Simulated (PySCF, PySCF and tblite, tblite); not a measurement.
# C₉H₁₄Ge: conformers and averaged spectra

Aim: find the conformers of C₉H₁₄Ge (`[CH3][Ge]([CH3])([CH3])[c]1ccccc1`), weigh them, and average their properties.

Computed with tblite 0.8.0 (tight binding) and PySCF 2.14.0 (DFT, with response routines of our own); each step states its level. Atoms count from 0 throughout.

## 1. The starting structure

24 atoms, charge 0, multiplicity 1; geometry from: UFF geometry.

Bonds of the start (Å): C0–Ge1 1.93, C0–H10 1.10, C0–H11 1.12, C0–H12 1.10, C2–H13 1.12, C2–H14 1.11, C2–H15 1.12, C3–H16 1.11, C3–H17 1.11, C3–H18 1.11, C4–C5 1.39, C4–C9 1.40, C5–C6 1.40, C5–H19 1.08, C6–C7 1.40, C6–H20 1.08, C7–C8 1.40, C7–H21 1.08, C8–C9 1.41, C8–H22 1.08, C9–H23 1.08, Ge1–C2 1.93, Ge1–C3 1.94, Ge1–C4 1.93.

## 2. GFN2-xTB relaxation, conformer 1

Job settings and geometry (Å):

```
{"job": {"xc": "GFN2-xTB", "basis": "xTB", "kind": "relax"}, "charge": 0, "multiplicity": 1}
C     -1.724900    -0.308800    -1.954500
Ge    -1.239200     0.169900    -0.145100
C     -1.640200     2.034900     0.178300
C     -2.260200    -0.918100     1.098200
C      0.657400    -0.107400     0.095800
C      1.138600    -0.999800     1.050700
C      2.522100    -1.183100     1.201200
C      3.423500    -0.477800     0.398700
C      2.941100     0.406100    -0.567700
C      1.554700     0.596800    -0.717700
H     -1.174400     0.328800    -2.669000
H     -2.826000    -0.147400    -2.089000
H     -1.495700    -1.371100    -2.127400
H     -2.733900     2.201400     0.036900
H     -1.090900     2.674200    -0.545400
H     -1.361100     2.314900     1.221600
H     -3.341000    -0.740000     0.952000
H     -1.989000    -0.661000     2.147800
H     -2.036400    -1.994400     0.935200
H      0.466400    -1.548100     1.692900
H      2.891300    -1.870000     1.954800
H      4.482300    -0.625400     0.514000
H      3.635900     0.961800    -1.183500
H      1.188000     1.283300    -1.471200
```

Run with:

```bash
OMP_NUM_THREADS=1 python ens_run.py task.json out
```

This one command runs the whole study; its stages follow in the order run.

Log:

```text
step      E/eV     max force
  0    -769.63408    1.275
  1    -769.77097    0.486
  2    -769.81038    0.283
  3    -769.82403    0.264
  4    -769.84655    0.269
  5    -769.85598    0.337
  6    -769.86633    0.270
  7    -769.87527    0.258
  8    -769.88169    0.197
  9    -769.88427    0.108
 10    -769.88520    0.075
 11    -769.88576    0.067
 12    -769.88630    0.054
 13    -769.88680    0.049
 14    -769.88712    0.040
 15    -769.88712    0.040
 16    -769.88722    0.027
 17    -769.88738    0.017
 18    -769.88742    0.019
 19    -769.88749    0.014
 20    -769.88753    0.014
 21    -769.88756    0.012
 22    -769.88759    0.011
 23    -769.88761    0.009
 24    -769.88763    0.008
 25    -769.88764    0.007
 26    -769.88765    0.008
 27    -769.88766    0.008
 28    -769.88767    0.012
 29    -769.88769    0.016
 30    -769.88771    0.016
 31    -769.88774    0.013
 32    -769.88776    0.009
 33    -769.88778    0.010
 34    -769.88779    0.009
 35    -769.88780    0.007
 36    -769.88781    0.008
 37    -769.88782    0.013
 38    -769.88783    0.015
 39    -769.88784    0.012
 40    -769.88785    0.006
 41    -769.88786    0.006
 42    -769.88786    0.007
 43    -769.88786    0.007
 44    -769.88787    0.005
 45    -769.88787    0.002
```

Run time: 0.5 s. Hardware: 1 thread of Arm Neoverse V1, shared host.

The energy fell by 0.254 eV, and the atoms moved 0.06 Å (root mean square).

## 3. Shieldings, conformer 1: PBE0/6-31G*

Job settings and geometry (Å):

```
{"job": {"xc": "PBE0", "basis": "6-31G*", "kind": "nmr", "pop": true}, "charge": 0, "multiplicity": 1}
C     -1.757096    -0.309556    -1.999536
Ge    -1.251020     0.168468    -0.136611
C     -1.670396     2.087316     0.176008
C     -2.283973    -0.951575     1.138675
C      0.692780    -0.118324     0.103723
C      1.194492    -0.997598     1.053342
C      2.557679    -1.181421     1.204193
C      3.443288    -0.483987     0.401189
C      2.958324     0.396640    -0.551049
C      1.594747     0.574504    -0.694208
H     -1.214591     0.296381    -2.719028
H     -2.820057    -0.150872    -2.156377
H     -1.535324    -1.352991    -2.202515
H     -2.732218     2.270768     0.039493
H     -1.125284     2.723387    -0.515024
H     -1.401640     2.379646     1.186746
H     -3.348347    -0.785495     0.999251
H     -2.037469    -0.704216     2.167183
H     -2.085767    -2.008111     0.983055
H      0.506763    -1.545621     1.683229
H      2.931197    -1.869822     1.949503
H      4.508292    -0.625725     0.516614
H      3.645487     0.943973    -1.181201
H      1.218400     1.263993    -1.439102
```

Log:

```text
coarse grid: 88648 points
cycle   1  E = -2427.3212761005  dE =  5.768e-01  |g| = 6.949e-01  |ddm| = 4.596e+00
cycle   2  E = -2427.3058968602  dE =  1.538e-02  |g| = 7.722e-01  |ddm| = 1.284e+00
cycle   3  E = -2427.4265863414  dE = -1.207e-01  |g| = 4.229e-02  |ddm| = 6.856e-01
cycle   4  E = -2427.4267710457  dE = -1.847e-04  |g| = 2.344e-02  |ddm| = 5.982e-02
cycle   5  E = -2427.4268661255  dE = -9.508e-05  |g| = 7.804e-03  |ddm| = 2.727e-02
cycle   6  E = -2427.4268826336  dE = -1.651e-05  |g| = 2.622e-03  |ddm| = 1.142e-02
cycle   7  E = -2427.4268843856  dE = -1.752e-06  |g| = 2.220e-04  |ddm| = 2.696e-03
final grid: 189120 points
cycle   8  E = -2427.4269841821  dE = -1.027e-07  |g| = 2.400e-04  |ddm| = 2.458e-03
cycle   9  E = -2427.4269841707  dE =  1.143e-08  |g| = 3.260e-04  |ddm| = 5.744e-04
cycle  10  E = -2427.4269841966  dE = -2.587e-08  |g| = 5.117e-05  |ddm| = 3.332e-04
cycle  11  E = -2427.4269841973  dE = -7.540e-10  |g| = 1.499e-05  |ddm| = 7.646e-05
converged SCF energy = -2427.4269841973

GIAO shielding tensors (ppm)
atom      isotropic    diamagn.    paramagn.     s11        s22        s33       span
  0 C      193.803     249.651     -55.848    187.535    191.401    202.472     14.937
  1 Ge    1542.030    2761.089   -1219.060   1502.833   1536.787   1586.468     83.635
  2 C      193.784     249.660     -55.877    187.509    191.396    202.446     14.936
  3 C      196.861     249.706     -52.845    192.335    195.474    202.775     10.440
  4 C       60.944     254.804    -193.860    -14.316      7.721    189.427    203.743
  5 C       69.401     261.808    -192.408    -33.598     60.261    181.539    215.137
  6 C       75.224     257.302    -182.078    -21.940     61.728    185.883    207.823
  7 C       74.038     256.069    -182.030    -22.182     57.158    187.138    209.320
  8 C       75.204     257.437    -182.232    -22.445     62.075    185.983    208.429
  9 C       68.699     262.033    -193.334    -34.363     59.119    181.340    215.702
 10 H       31.909      31.916      -0.006     26.115     30.015     39.597     13.482
 11 H       32.122      30.564       1.558     26.782     29.360     40.225     13.442
 12 H       32.154      31.624       0.530     27.038     29.685     39.741     12.703
 13 H       32.121      30.565       1.557     26.782     29.357     40.225     13.443
 14 H       31.908      31.919      -0.011     26.114     30.018     39.592     13.478
 15 H       32.153      31.625       0.528     27.037     29.686     39.736     12.699
 16 H       32.074      30.499       1.575     26.368     29.866     39.988     13.620
 17 H       31.869      31.817       0.052     26.993     28.856     39.759     12.766
 18 H       31.869      31.815       0.055     26.999     28.850     39.760     12.761
 19 H       24.795      34.929     -10.134     18.977     23.334     32.075     13.098
 20 H       25.023      28.456      -3.433     21.119     25.636     28.314      7.195
 21 H       25.006      26.038      -1.032     21.365     26.019     27.634      6.269
 22 H       24.973      28.607      -3.634     21.062     25.580     28.276      7.214
 23 H       24.682      34.981     -10.299     19.458     22.658     31.929     12.471
```

Wall time 62 s (1 thread of Arm Neoverse V1, shared host); peak memory 0.97 GiB.

This run: HOMO -6.84 eV, LUMO 0.13 eV; dipole 0.21 D.

Orbitals, density, ELF and potential are computed afterwards from the orbital file.

Frontier orbitals at PBE0/6-31G*, with the share of their density that lies nearest to each atom:

| orbital | energy (eV) | lies on |
| --- | --- | --- |
| HOMO | -6.84 | C4, C7 about 25 % each; C6, C9 about 10 % each |
| LUMO | 0.13 | C4, C7 about 24 % each; C6, C9 about 10 % each; C5 7 % |

ELF in a plane through or near 14 of the atoms.

Ten even steps from '0' (0.00) to '9' (1.00):
```
0000000000000000000000000000
0000000000000000000000000000
0000000000000000000000000000
0000002530014100000000000000
0000029990089810000000000000
0000039992199920000000000000
0000008995589700000000000000
0000001624527101210000000000
0005863855538441122000000000
0009997461262774632000000000
0009997361163674632000000000
0004763855548441246221000000
0000002635446104867998000000
0000008995589502565999100000
0000059991299702655998000000
0000039990199401454453000000
0000002520025000111000000000
0000000000000000000000000000
0000000000000000000000000000
0000000000000000000000000000
```
The map spans 14.4 Å across and 10.0 Å up, centred on the molecule. Atoms in the plane (x, y in Å): Ge1 (1.3, 0.0), C3 (2.0, -1.9), C4 (-0.7, 0.0), C5 (-1.4, -1.2), C6 (-2.8, -1.2), C7 (-3.5, 0.0), C8 (-2.8, 1.2), C9 (-1.4, 1.2), H16 (3.1, -1.8), H19 (-0.9, -2.2), H20 (-3.4, -2.1), H21 (-4.6, 0.0), H22 (-3.3, 2.1), H23 (-0.9, 2.1).

log10 of the density (e/Å³) in the same plane.

Ten even steps from ' ' (-4.0) to '@' (2.0):
```
                                                        
                                                        
            ......    ......                            
          ..::----::::::--::::......                    
        ..::==++++======++==--::::::....                
        ::--++****++++++**++--------::::..              
      ..::--++**##********++==--====----::..            
      ::----++**%%####%%**++====++++==----::            
    ..--==++++**##****##****++******++==--::            
    ::==++**##%%**++++**%%****##@@##++==--::            
    ::==++**##%%**++++**%%****%%@@##++==--::            
    ..--==++****##****##****++******++====--..          
      ::----++**%%####@@**++==++********++==::          
      ..::--++**##********++==++**%%####**==::..        
        ::--++****++++****++====********++--::          
        ..::==++========++==--==++++++====--..          
          ..::----::::----::::--======--::..            
            ......  ............::::::....              
                                ......                  
                                                        
```
The map spans 14.4 Å across and 10.0 Å up, centred on the molecule. Atoms in the plane (x, y in Å): Ge1 (1.3, 0.0), C3 (2.0, -1.9), C4 (-0.7, 0.0), C5 (-1.4, -1.2), C6 (-2.8, -1.2), C7 (-3.5, 0.0), C8 (-2.8, 1.2), C9 (-1.4, 1.2), H16 (3.1, -1.8), H19 (-0.9, -2.2), H20 (-3.4, -2.1), H21 (-4.6, 0.0), H22 (-3.3, 2.1), H23 (-0.9, 2.1).

On the surface of density 0.002 e/bohr³ the electrostatic potential runs, from the 1st to the 99th percentile, from -0.86 V near C6 to 0.73 V near H21.

## 4. Averages: properties at PBE0/6-31G*

Job settings and geometry (Å):

```
{"job": {"study": "conf", "smiles": "[CH3][Ge]([CH3])([CH3])[c]1ccccc1", "search": {"seed": 5493, "n_embed": 60, "ff_keep": 14, "window": 3.0, "nmax": 10, "temps": [250, 273.15, 298.15, 323.15, 373.15], "t_ref": 298.15, "order": 0.0005}, "level": {"nmr": {"xc": "PBE0", "basis": "6-31G*"}}, "kind": "conf"}, "charge": 0, "multiplicity": 1}
C     -1.757096    -0.309556    -1.999536
Ge    -1.251020     0.168468    -0.136611
C     -1.670396     2.087316     0.176008
C     -2.283973    -0.951575     1.138675
C      0.692780    -0.118324     0.103723
C      1.194492    -0.997598     1.053342
C      2.557679    -1.181421     1.204193
C      3.443288    -0.483987     0.401189
C      2.958324     0.396640    -0.551049
C      1.594747     0.574504    -0.694208
H     -1.214591     0.296381    -2.719028
H     -2.820057    -0.150872    -2.156377
H     -1.535324    -1.352991    -2.202515
H     -2.732218     2.270768     0.039493
H     -1.125284     2.723387    -0.515024
H     -1.401640     2.379646     1.186746
H     -3.348347    -0.785495     0.999251
H     -2.037469    -0.704216     2.167183
H     -2.085767    -2.008111     0.983055
H      0.506763    -1.545621     1.683229
H      2.931197    -1.869822     1.949503
H      4.508292    -0.625725     0.516614
H      3.645487     0.943973    -1.181201
H      1.218400     1.263993    -1.439102
```

Log:

```text
conformer  sym    E(xTB)   E(DFT)   G(298.15 K)  weight  dipole/D
    1     Cs      0.000    0.000    0.000   1.0000    0.210

mean shielding (ppm) by class
class atoms           250 K   273.15 K   298.15 K   323.15 K   373.15 K
  0 C  0,2,3        194.816    194.816    194.816    194.816    194.816
  1 Ge 1            1542.03    1542.03    1542.03    1542.03    1542.03
  2 C  4             60.944     60.944     60.944     60.944     60.944
  3 C  5,9            69.05      69.05      69.05      69.05      69.05
  4 C  6,8           75.214     75.214     75.214     75.214     75.214
  5 C  7             74.038     74.038     74.038     74.038     74.038
  6 H  10,11,12       32.02      32.02      32.02      32.02      32.02
  7 H  19,23         24.738     24.738     24.738     24.738     24.738
  8 H  20,22         24.998     24.998     24.998     24.998     24.998
  9 H  21            25.006     25.006     25.006     25.006     25.006
```

Run time: 64 s. Hardware: 1 thread of Arm Neoverse V1, shared host. This counts the runs that the step sums up.

The search (ETKDG and KDG, UFF, GFN2-xTB) embedded 60 structures, kept 1 distinct ones after the force field and 1 after xTB; 1 was carried on (window 3.0 kcal/mol at the search's own energies). Energies: PBE0/6-31G* with D3(BJ).

Conformer by conformer (298 K):

| no. | group | mirror pair | ΔE xTB | ΔE DFT | ΔG | weight (%) | μ (D) | C0–Ge1–C4–C5 (°) | A, B, C (GHz) |
| --- | --- | --- | --- | --- | --- | --- | --- | --- | --- |
| 1 | Cs | no | 0.00 | 0.00 | 0.00 | 100.0 | 0.21 | -120 | 1.92, 0.62, 0.56 |

Energies in kcal/mol. ΔG holds xTB vibrations and rotation, symmetry numbers and mirror pairs.

Shifts against references run at the same level (¹H TMS 32.41, ¹³C TMS 196.4 ppm of shielding), by class of atoms, at 298 K:

| atoms | environment | average |
| --- | --- | --- |
| C4 | substituted aromatic carbon | 135.4 |
| C5, C9 | aromatic CH | 127.3 |
| C7 | aromatic CH | 122.4 |
| C6, C8 | aromatic CH | 121.2 |
| C0, C2, C3 | methyl carbon bonded to Ge | 1.6 |
| H19, H23 | hydrogen on an aromatic CH | 7.67 |
| H20, H22 | hydrogen on an aromatic CH | 7.41 |
| H21 | hydrogen on an aromatic CH | 7.41 |
| H10, H11, H12 and 6 more | hydrogen on a methyl carbon bonded to Ge | 0.39 |
| Ge1 | germanium bonded to 4 C | 1542 (σ) |

Effective distances for nuclear Overhauser effects, ⟨r⁻⁶⟩^(−1/6) over all pairs of two classes (Å): H20···H21 2.47; H19···H20 2.76; H10···H19 3.49.

## 5. Outcome

| quantity | value |
| --- | --- |
| conformers | 1; the first in weight is no. 1 (Cs), 100 % at 298 K |
| root-mean-square dipole | 0.21 D |
| averaged ¹³C shifts (PBE0/6-31G*) | 135.4, 127.3, 122.4, 121.2, 1.6 ppm |
| averaged ¹H shifts (PBE0/6-31G*) | 7.67, 7.41, 7.41, 0.39 ppm |

**Reading.** The search found one conformer in the window, so the averages are its own values. Spin-orbit coupling is left out, which matters at and beside the heavy atoms.
